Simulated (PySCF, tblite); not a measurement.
# C7H13PSi: geometry, infrared bands and NMR shifts

What infrared bands and NMR shifts should C7H13PSi (`CCP1C=CC([SiH3])C=C1`) show?

Computed with tblite 0.8.0 and PySCF 2.14.0, with density-fitted response routines of our own, on a single molecule in the gas phase. Atoms are numbered from 0 throughout.

## (1) Starting geometry

22 atoms, charge 0, multiplicity 1; geometry from: force field or distance geometry start.

Bonds of the start (Å): C0–C1 1.52, C1–P2 1.85, P2–C3 1.83, C3–C4 1.34, C4–C5 1.46, C5–Si6 1.89, C5–C7 1.46, C7–C8 1.33, C8–P2 1.86, C0–H9 1.13, C0–H10 1.12, C0–H11 1.09, C1–H12 1.11, C1–H13 1.11, C3–H14 1.09, C4–H15 1.09, C5–H16 1.11, Si6–H17 1.49, Si6–H18 1.47, Si6–H19 1.47, C7–H20 1.10, C8–H21 1.07.

## (2) Relaxing the molecule with GFN2-xTB

Job settings and geometry (Å):

```
{"job": {"kind": "relax", "xc": "GFN2-xTB", "basis": "xTB"}, "charge": 0, "multiplicity": 1}
C     -3.283000    -0.678300     0.676900
C     -2.468700    -0.044200    -0.435600
P     -1.150300     1.040800     0.267500
C     -0.089200     0.205500     1.505300
C      1.039100    -0.337400     1.027800
C      1.444800    -0.289600    -0.376500
Si     3.335600    -0.399900    -0.382800
C      1.148400     0.918600    -1.147200
C      0.040900     1.647000    -1.019300
H     -4.350700    -0.857500     0.348900
H     -3.313100     0.061700     1.511800
H     -2.850000    -1.621100     1.005000
H     -2.067300    -0.877400    -1.053400
H     -3.152600     0.546700    -1.086200
H     -0.359100     0.149000     2.563000
H      1.675000    -0.835800     1.764700
H      1.116700    -1.158200    -0.979400
H      3.861300    -0.041700     0.966600
H      3.800700    -1.758200    -0.717500
H      3.890200     0.575900    -1.334300
H      1.873400     1.247600    -1.899500
H     -0.152400     2.525900    -1.607300
```

Run with:

```
$ OMP_NUM_THREADS=1 python probes_run.py task.json out
```

This one command runs all jobs of the session in turn.

**Question.** This job is followed by: GFN2-xTB harmonic vibrations, gas phase; GIAO PBE0/pcSseg-1 NMR shielding, non-relativistic, gas phase. What will the session give for the following? strongest single infrared mode (GFN2-xTB); zero-point energy (GFN2-xTB); 13C shifts against TMS (PBE0/pcSseg-1, means over atoms taken as alike); 1H shifts against TMS (PBE0/pcSseg-1, means over atoms taken as alike); 31P shifts against H3PO4 (PBE0/pcSseg-1); 29Si shifts against TMS (PBE0/pcSseg-1).

The runs gave:

| quantity | value |
| --- | --- |
| strongest single infrared mode (GFN2-xTB) | 2260 cm⁻¹, 387 km/mol |
| zero-point energy (GFN2-xTB) | 107.4 kcal/mol |
| 13C shifts against TMS (PBE0/pcSseg-1, means over atoms taken as alike) | 137.4, 132.7, 34.0, 28.6, 12.8 ppm |
| 1H shifts against TMS (PBE0/pcSseg-1, means over atoms taken as alike) | 6.56, 6.19, 3.74, 3.10, 1.67, 1.30 ppm |
| 31P shifts against H3PO4 (PBE0/pcSseg-1) | -74.3 ppm |
| 29Si shifts against TMS (PBE0/pcSseg-1) | -88.0 ppm |

Relaxing lowered the energy by 1.520 eV in 190 steps; the close pair that moved most is P2–C8, from 1.855 to 1.812 Å. All 60 modes are real, so the xTB geometry is a minimum. GFN2-xTB is a fitted tight-binding method: band positions and strengths are rough. Its intensities can rank the bands wrongly.
